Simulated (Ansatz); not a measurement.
Runs of Ansatz 0.2.0 on Hf2Pd2Se2Br2O3. The typed cell holds 11 atoms: a = 5.607 Å, b = 5.574 Å, c = 8.642 Å, α = 75.02°, β = 81.24°, γ = 74.12°. The cell was built by a generator and needn't be a form met in nature.

```tsv
task	level	potentials or basis	cell	k mesh	cutoff (eV)	points for each segment of the path	mesh quality	gap on the mesh (eV)	pressure (GPa)	relaxed volume (Å³/atom)	largest force (eV/Å)
single point	PBE	Ansatz NC	as given	5 × 5 × 4	1240	-	not flagged	none	-0.1	-	0.07
band structure	r2SCAN	Ansatz PAW	as given	5 × 5 × 4	500	10	not flagged	none	-2.0	-	0.42
single point	PBE	JTH PAW	as given	5 × 5 × 4	1380	-	not flagged	none	-0.3	-	0.09
band structure	BLYP	Ansatz PAW	as given	5 × 5 × 4	420	10	not flagged	none	3.6	-	0.36
relaxation of cell and atoms	PBEsol	Ansatz PAW	relaxed	4 × 4 × 3	420	-	not flagged	none	0.0	21.33	0.01
single point	r2SCANh	Ansatz PAW	as given	2 × 3 × 2	500	-	coarse	none	-	-	(a)
relaxation of cell and atoms	r2SCAN+rVV10	Ansatz PAW	relaxed	4 × 4 × 3	500	-	not flagged	none	0.0	21.63	-
band structure	RPBE	Ansatz PAW	as given	5 × 5 × 4	420	10	not flagged	none	2.3	-	(b)
```

Alike in all rows: no spin polarisation; smearing fermi-dirac 0.05 eV.

Task: Estimate the missing entries.

Result: (a) 0.62; (b) 0.22.

Caveats: some runs use coarse meshes; the PAW data sets come from PBE, with cores solved anew for the run's functional, which leaves a small shift of forces and pressure (some runs); the potentials were made for another functional, which shifts forces and pressure (some runs); the plane-wave basis is chosen anew once the cell has moved, so the energies of steps on either side of that aren't comparable (some runs).

A k mesh can miss the band edges, and the runs leave out spin-orbit coupling on Br, Hf, Pd, Se.

A gap of «none» marks a metal or a gap under the smearing width.

Not every run made on this cell is shown here.
